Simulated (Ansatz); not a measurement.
# DyRhN2: the cost of one run

Program: Ansatz 0.2.0. Level of theory: DFT PBE, scalar-relativistic, plane waves, PAW; 4f electrons in the core of a trivalent norm-conserving potential. These are calculated values, not measurements.

2 further runs of the same task are left out: 1 that didn't finish, 1 set aside as unsound or not needed.

**1. The starting structure**

The structure is tetragonal, space group P4/mmm (No. 123). The conventional cell has a = 2.790 Å, b = 2.790 Å, c = 7.584 Å, α = 90.00°, β = 90.00°, γ = 90.00°. Around Dy (site symmetry 4/mmm) lie 8 N at 2.76 Å and 4 Dy at 2.79 Å. Rh (site symmetry 4/mmm) has 8 N at 2.71 Å and 4 Rh at 2.79 Å in its first shell of neighbours. N (site symmetry 4mm) has 4 Rh at 2.71 Å and 4 Dy at 2.76 Å and 4 N at 2.79 Å in its first shell of neighbours.

As a file:

```cif
data_structure
_symmetry_space_group_name_H-M 'P4/mmm'
_symmetry_Int_Tables_number 123
_cell_length_a 2.7900
_cell_length_b 2.7900
_cell_length_c 7.5838
_cell_angle_alpha 90.000
_cell_angle_beta 90.000
_cell_angle_gamma 90.000
_cell_volume 59.03
loop_
_atom_site_label
_atom_site_type_symbol
_atom_site_symmetry_multiplicity
_atom_site_Wyckoff_symbol
_atom_site_fract_x
_atom_site_fract_y
_atom_site_fract_z
_atom_site_occupancy
Dy1 Dy 1 b 0.00000 0.00000 0.50000 1
Rh1 Rh 1 a 0.00000 0.00000 0.00000 1
N1 N 2 h 0.50000 0.50000 0.24591 1
```

A structure generator made this guess: species swapped into a database cell of FeNiPt2 (P4/mmm, No. 123), with Rh on the Fe sites, Dy on the Ni sites and N on the Pt sites. Lengths come from tabulated atomic sizes and are only a guess.

**2. The guess as it stands, on a coarse mesh**

File input.yaml:

```yaml
crystal:
  lattice:
    - [2.78998346, 0.0, 0.0]
    - [0.0, 2.78998346, 0.0]
    - [0.0, 0.0, 7.58379939]
  atoms:
    - { symbol: Dy, position: [0.0, 0.0, 0.5] }
    - { symbol: Rh, position: [0.0, 0.0, 0.0], spin: 1.0 }
    - { symbol: "N", position: [0.5, 0.5, 0.24590901] }
    - { symbol: "N", position: [0.5, 0.5, 0.75409099] }
basis:
  ecutwfc: 630
kpoints:
  mp_grid: { grid: [6, 6, 2] }
hamiltonian:
  xc: pbe
  pseudopotentials:
    kind: paw
    azcp: { Dy: "pseudopotentials/pbe/nc/lanthanide_3plus/Dy.nc.azcp" }
scf:
  occupations: { method: gaussian, width: 0.1 }
  lower_state_search: "off"
output:
  forces: true
  stress: true
  eigenvalues: true
  populations: true
magnetization:
  spin_polarized: true
```

The run is started by

```console
> ansatz run input.yaml --threads 1 --pin off --max-ram 2560MiB --backend cpu --events-out ev --progress --plain --runs-dir out
```

Q: Estimate wall time and peak memory on 1 thread of Intel Xeon at 2.50GHz (Skylake/Cascade Lake), shared host.

About 27 s, with a peak of 0.42 GiB.
